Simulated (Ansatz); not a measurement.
# AgBi2: the cost of one run

Program: Ansatz 0.2.0. Level of theory: DFT PBE, scalar-relativistic, plane waves, PAW. These are calculated values, not measurements.

2 further runs of the same task are left out: 2 that didn't finish.

## (1) The structure to begin with

It takes space group Fd-3m (No. 227, cubic). The conventional cell has a = 8.681 Å, b = 8.681 Å, c = 8.681 Å, α = 90.00°, β = 90.00°, γ = 90.00°. Around Ag (site symmetry -43m) lie 12 Bi at 3.60 Å and 4 Ag at 3.76 Å. Bi (site symmetry -3m) has 6 Bi at 3.07 Å as nearest neighbours.

Structure file:

```xyz
6
Lattice="0.0000 4.3406 4.3406 4.3406 0.0000 4.3406 4.3406 4.3406 0.0000" Properties=species:S:1:pos:R:3 pbc="T T T"
Ag    0.0000    0.0000    0.0000
Ag    2.1703    2.1703    2.1703
Bi    5.4258    5.4258    5.4258
Bi    5.4258    3.2555    3.2555
Bi    3.2555    3.2555    5.4258
Bi    3.2555    5.4258    3.2555
```

This is candidate A: cubic Laves (C15) type (Fd-3m, No. 227).

(A quick probe on a coarse mesh, which set the mesh and smearing, is not shown.)

## (3) Rough relaxation on the coarse mesh (candidate A)

input.yaml reads:

```yaml
crystal:
  lattice:
    - [0.0, 4.3406084788, 4.3406084788]
    - [4.3406084788, 0.0, 4.3406084788]
    - [4.3406084788, 4.3406084788, 0.0]
  atoms:
    - { symbol: Ag, position: [0.0, 0.0, 0.0] }
    - { symbol: Ag, position: [0.25, 0.25, 0.25] }
    - { symbol: Bi, position: [0.625, 0.625, 0.625] }
    - { symbol: Bi, position: [0.125, 0.625, 0.625] }
    - { symbol: Bi, position: [0.625, 0.625, 0.125] }
    - { symbol: Bi, position: [0.625, 0.125, 0.625] }
basis:
  ecutwfc: 420
kpoints:
  mp_grid: { grid: [4, 4, 4] }
hamiltonian:
  xc: pbe
scf:
  occupations: { method: gaussian, width: 0.1 }
  lower_state_search: "off"
output:
  forces: true
  stress: true
  eigenvalues: true
relax:
  adjacent_minimum: "off"
  f_tol: 0.04
  max_steps: 70
  cell: { stress_tol: 0.4 }
```

Command:

```sh
> ansatz run input.yaml --threads 1 --pin off --max-ram 2560MiB --backend cpu --events-out ev --progress --plain --runs-dir out
```

What time and memory should one allow on 1 thread of Arm Neoverse V1, shared host?

About 30 s, with a peak of 0.42 GiB.
